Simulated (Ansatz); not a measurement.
# HfSi7: the cost of one run

Method: DFT PBE, scalar-relativistic, plane waves, PAW, in Ansatz 0.2.0.

## 1. The structure to begin with

It takes space group P-43m (No. 215, cubic). The conventional cell has a = 5.733 Å, b = 5.733 Å, c = 5.733 Å, α = 90.00°, β = 90.00°, γ = 90.00°. Around Hf (site symmetry -43m) lie 4 Si at 2.51 Å. Si (site symmetry 3m) has 3 Si at 2.47 Å and 1 Hf at 2.51 Å in its first shell of neighbours. Si (site symmetry -42m) is surrounded by 4 Si at 2.47 Å.

As a file:

```
CELL_PARAMETERS angstrom
5.73349 0.00000 0.00000
0.00000 5.73349 0.00000
0.00000 0.00000 5.73349
ATOMIC_POSITIONS crystal
Hf 0.00000 0.00000 0.00000
Si 0.25262 0.25262 0.25262
Si 0.00000 0.50000 0.50000
Si 0.50000 0.50000 0.00000
Si 0.50000 0.00000 0.50000
Si 0.74738 0.25262 0.74738
Si 0.74738 0.74738 0.25262
Si 0.25262 0.74738 0.74738
```

This is a trial structure built by rule; it need not be a known or stable form of this composition.

(A quick probe on a coarse mesh, which set the mesh and smearing, is not shown.)

## 3. Rough relaxation on the coarse mesh

Contents of input.yaml:

```yaml
crystal:
  lattice:
    - [5.7334857981, 0.0, 0.0]
    - [0.0, 5.7334857981, 0.0]
    - [0.0, 0.0, 5.7334857981]
  atoms:
    - { symbol: Hf, position: [0.0, 0.0, 0.0] }
    - { symbol: Si, position: [0.25261521, 0.25261521, 0.25261521] }
    - { symbol: Si, position: [0.0, 0.5, 0.5] }
    - { symbol: Si, position: [0.5, 0.5, 0.0] }
    - { symbol: Si, position: [0.5, 0.0, 0.5] }
    - { symbol: Si, position: [0.74738479, 0.25261521, 0.74738479] }
    - { symbol: Si, position: [0.74738479, 0.74738479, 0.25261521] }
    - { symbol: Si, position: [0.25261521, 0.74738479, 0.74738479] }
basis:
  ecutwfc: 420
kpoints:
  mp_grid: { grid: [4, 4, 4] }
hamiltonian:
  xc: pbe
scf:
  occupations: { method: gaussian, width: 0.1 }
output:
  forces: true
  stress: true
  eigenvalues: true
relax:
  adjacent_minimum: "off"
  f_tol: 0.05
  max_steps: 80
  cell: { stress_tol: 0.5 }
```

Started as:

```sh
ansatz run input.yaml --threads 4 --pin off --max-ram 12288MiB --backend cpu --events-out ev --progress --plain --runs-dir out
```

**Question.** How long does this run take on 4 threads of Oxide Virtual Turin-like (Zen 5), shared host, and how much memory does it need?

About 11 s, with a peak of 0.54 GiB.
